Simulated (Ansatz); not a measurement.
**Si₃Ge₃H₁₂: one species, many methods**

How much do the methods differ for Si₃Ge₃H₁₂? The plan is to run it at one geometry with functionals of several rungs and with coupled cluster, and see how far each lands from CCSD(T) at the basis-set limit for the atomisation energy.

The runs use Ansatz 0.2.0, Gaussian basis; functionals in def2-TZVPP, the program's frozen cores in correlated methods.

Levels to be run: LDA (SPW92), PBE-D4, revPBE-D4, BLYP-D4, r2SCAN-D4, B97M-V, PBE0-D4, B3LYP-D4, r2SCANh-D4, r2SCAN0-D4, HSE06-D4, BHLYP-D4, CAM-B3LYP-D4, LC-ωPBE, ωB97X-V, ωB97M-V, B2PLYP, PBE-QIDH; CCSD(T)/def2-SVP; CCSD(T)/def2-TZVPP; MP2/def2-QZVPP; extrapolation to the limit; RPA on PBE.

## Step 1: Structure used throughout

An earlier PBE0-D4 in a triple-zeta def2 set relaxation fixed the geometry.

18 atoms, charge 0, spin multiplicity 1.

Atoms are counted from 1 here; the program's logs count them from 0.

Bond lengths: Si1–Si2 2.343 Å, Si1–Si6 2.338 Å, Si1–H7 1.491 Å, Si1–H8 1.490 Å, Si2–Ge3 2.388 Å, Si2–H9 1.490 Å, Si2–H10 1.490 Å, Ge3–Ge4 2.426 Å, Ge3–H11 1.540 Å, Ge3–H12 1.542 Å, Ge4–Ge5 2.433 Å, Ge4–H13 1.541 Å, Ge4–H14 1.540 Å, Ge5–Si6 2.386 Å, Ge5–H15 1.541 Å, Ge5–H16 1.541 Å, Si6–H17 1.489 Å, Si6–H18 1.490 Å. Angles: Si2–Si1–Si6 108.6°, Si2–Si1–H7 108.8°, Si2–Si1–H8 110.6°, Si6–Si1–H7 108.2°, Si6–Si1–H8 112.3°, H7–Si1–H8 108.2°, Si1–Si2–Ge3 110.2°, Si1–Si2–H9 109.4°, Si1–Si2–H10 110.1°, Ge3–Si2–H9 109.5°, Ge3–Si2–H10 109.4°, H9–Si2–H10 108.3°, Si2–Ge3–Ge4 109.0°, Si2–Ge3–H11 111.0°, Si2–Ge3–H12 109.1°, Ge4–Ge3–H11 111.8°, Ge4–Ge3–H12 107.9°, H11–Ge3–H12 107.9° and more.

Geometry (Å):

```xyz
18

Si    0.64982    1.97588    0.56234
Si    2.18606    0.22658    0.82372
Ge    1.23252   -1.82704    0.06613
Ge   -0.33885   -1.35793   -1.72163
Ge   -2.22491   -0.15020   -0.77144
Si   -1.48711    1.17545    1.07055
H     0.65635    2.41207   -0.86345
H     1.03334    3.14157    1.40724
H     2.55439    0.10388    2.26193
H     3.42434    0.51223    0.04645
H     2.32862   -2.81292   -0.37951
H     0.45166   -2.47893    1.22455
H     0.35232   -0.46893   -2.77360
H    -0.80947   -2.64650   -2.42100
H    -2.85127    0.75951   -1.84560
H    -3.29896   -1.15525   -0.31361
H    -2.45229    2.27628    1.34305
H    -1.40653    0.31423    2.28388
```

## Step 2: LDA

This LDA is Slater exchange with PW92 correlation.

File in.yaml:

```yaml
crystal:
  periodic: [false, false, false]
  atoms:
    - {symbol: Si, position_ang: [0.649825, 1.975878, 0.562344]}
    - {symbol: Si, position_ang: [2.186059, 0.226580, 0.823718]}
    - {symbol: Ge, position_ang: [1.232522, -1.827036, 0.066129]}
    - {symbol: Ge, position_ang: [-0.338852, -1.357927, -1.721634]}
    - {symbol: Ge, position_ang: [-2.224909, -0.150199, -0.771439]}
    - {symbol: Si, position_ang: [-1.487113, 1.175448, 1.070546]}
    - {symbol: H, position_ang: [0.656348, 2.412068, -0.863447]}
    - {symbol: H, position_ang: [1.033337, 3.141570, 1.407241]}
    - {symbol: H, position_ang: [2.554387, 0.103876, 2.261929]}
    - {symbol: H, position_ang: [3.424342, 0.512232, 0.046453]}
    - {symbol: H, position_ang: [2.328615, -2.812924, -0.379515]}
    - {symbol: H, position_ang: [0.451657, -2.478926, 1.224549]}
    - {symbol: H, position_ang: [0.352317, -0.468926, -2.773602]}
    - {symbol: H, position_ang: [-0.809475, -2.646497, -2.420997]}
    - {symbol: H, position_ang: [-2.851267, 0.759508, -1.845605]}
    - {symbol: H, position_ang: [-3.298957, -1.155247, -0.313612]}
    - {symbol: H, position_ang: [-2.452294, 2.276281, 1.343050]}
    - {symbol: H, position_ang: [-1.406534, 0.314229, 2.283881]}
basis:
  gaussian: {orbitals: def2-TZVPP}
hamiltonian: {xc: lda}
output: {orbitals: {seedname: orbitals}}
```

The runs that follow: PBE-D4 (GGA); revPBE-D4 (GGA); BLYP-D4 (GGA); r2SCAN-D4 (meta-GGA); B97M-V (meta-GGA); PBE0-D4 (hybrid); B3LYP-D4 (hybrid); r2SCANh-D4 (hybrid); r2SCAN0-D4 (hybrid); HSE06-D4 (hybrid); BHLYP-D4 (hybrid); CAM-B3LYP-D4 (range-separated); LC-ωPBE-D4 (range-separated); ωB97X-V (range-separated); ωB97M-V (range-separated); B2PLYP (double hybrid); PBE-QIDH (double hybrid); CCSD(T) in def2-SVP; CCSD(T) in def2-TZVPP; MP2 in def2-QZVPP; RPA on PBE orbitals.

**Question.** What will the summary of the whole plan be? Wanted: atomisation energy, CCSD(T)/CBS; farthest beyond LDA; mean size of error, GGA; mean size of error, meta-GGA; mean size of error, hybrid; mean size of error, range-separated; mean size of error, double hybrid; gap, smallest and largest; T1 diagnostic.

The runs gave:

| quantity | value |
| --- | --- |
| atomisation energy, CCSD(T)/CBS | 5097.0 kJ/mol |
| functionals within 51.0 kJ/mol (1.0 %) | r2SCAN-D4, B97M-V, r2SCANh-D4, r2SCAN0-D4, CAM-B3LYP-D4, ωB97X-V |
| farthest beyond LDA | revPBE-D4 (-164.6 kJ/mol) |
| mean size of error, GGA | 131.0 kJ/mol |
| mean size of error, meta-GGA | 23.6 kJ/mol |
| mean size of error, hybrid | 58.3 kJ/mol |
| mean size of error, range-separated | 66.7 kJ/mol |
| mean size of error, double hybrid | 107.9 kJ/mol |
| gap, smallest and largest | 5.04 eV (LDA (SPW92)), 11.37 eV (LC-ωPBE) |
| T1 diagnostic | 0.0128 |
| triples share of the correlation energy | 3.8 % |

In words: The LDA atomisation energy is off by 545.0 kJ/mol (11 %): it overbinds. PBE-D4 is off by -86.4 kJ/mol. Double hybrids carry the basis error of their MP2 part in triple zeta, and no dispersion term here, so their miss is partly the set-up's. By mean error the best rung here is meta-GGA (23.6 kJ/mol) and the worst beyond LDA is GGA (131.0 kJ/mol). The reference freezes the cores and leaves out relativity and excitations past (T), and its outer-core shells are covered unevenly, so misses under about 51.0 kJ/mol can't be ranked. Hartree-Fock recovers 74 % of the binding; the rest is correlation. CCSD(T) in def2-SVP is off by -375.7 kJ/mol, which most functionals beat. Orbital gaps span 5.0 to 11.4 eV; exact exchange widens them. Correlated methods include outer-core shells of Ge, which these sets cover unevenly.
